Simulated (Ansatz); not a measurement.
# CH7BSSi: the cost of one run

The runs use Ansatz 0.2.0, Gaussian basis; the settings change from run to run.

**1. The geometry**

The geometry comes from an earlier relaxation with PBE0-D4 in a triple-zeta def2 set; it is a stationary point, not always the lowest conformer.

SMILES `BS[SiH2]C`, 11 atoms, charge 0, spin multiplicity 1.

Atoms are counted from 1 here; the program's logs count them from 0.

Bond lengths: B1–S2 1.773 Å, B1–H5 1.195 Å, B1–H6 1.193 Å, S2–Si3 2.163 Å, Si3–C4 1.863 Å, Si3–H7 1.485 Å, Si3–H8 1.485 Å, C4–H9 1.093 Å, C4–H10 1.092 Å, C4–H11 1.092 Å. Angles: S2–B1–H5 121.3°, S2–B1–H6 117.1°, H5–B1–H6 121.6°, B1–S2–Si3 100.0°, S2–Si3–C4 108.1°, S2–Si3–H7 108.5°, S2–Si3–H8 108.5°, C4–Si3–H7 111.3°, C4–Si3–H8 111.3°, H7–Si3–H8 109.0°, Si3–C4–H9 110.3°, Si3–C4–H10 110.8°, Si3–C4–H11 110.9°, H9–C4–H10 108.2°, H9–C4–H11 108.2°, H10–C4–H11 108.3°.

As a file:

```csv
atom,x (Å),y (Å),z (Å)
B1,-0.9642,2.3118,0.7067
S2,0.2744,1.5420,-0.3022
Si3,-0.1175,-0.5383,0.1409
C4,1.0823,-1.5737,-0.8381
H5,-1.7120,1.6634,1.3756
H6,-1.0166,3.5031,0.6869
H7,0.0529,-0.7505,1.6008
H8,-1.5224,-0.8431,-0.2313
H9,0.9153,-2.6357,-0.6413
H10,0.9598,-1.4017,-1.9096
H11,2.1131,-1.3344,-0.5680
```

**2. B2PLYP/pcseg-2**

This run has a point charge of 1.00 e beside it.

The input, in.yaml:

```yaml
crystal:
  periodic: [false, false, false]
  atoms:
    - {symbol: B, position_ang: [-0.964231, 2.311847, 0.706746]}
    - {symbol: S, position_ang: [0.274441, 1.542013, -0.302194]}
    - {symbol: Si, position_ang: [-0.117508, -0.538332, 0.140915]}
    - {symbol: C, position_ang: [1.082331, -1.573729, -0.838101]}
    - {symbol: H, position_ang: [-1.712024, 1.663369, 1.375608]}
    - {symbol: H, position_ang: [-1.016560, 3.503087, 0.686931]}
    - {symbol: H, position_ang: [0.052908, -0.750481, 1.600779]}
    - {symbol: H, position_ang: [-1.522369, -0.843062, -0.231329]}
    - {symbol: H, position_ang: [0.915346, -2.635738, -0.641253]}
    - {symbol: H, position_ang: [0.959843, -1.401707, -1.909643]}
    - {symbol: H, position_ang: [2.113122, -1.334369, -0.567958]}
basis:
  gaussian: {orbitals: pcseg-2, point_charges: [{charge: 1.00, position_ang: [5.983, 0.532, 0.530]}]}
hamiltonian: {xc: {name: B2PLYP}}
output: {forces: true}
```

Started as:

```sh
ansatz run in.yaml --threads 2 --pin off --events-out ev --progress --plain --max-ram 4352MiB
```

Q: Estimate wall time and peak memory on 2 threads of INTEL XEON PLATINUM 8581C at 2.10GHz, shared host.

About 13 s, with a peak of 0.71 GiB.
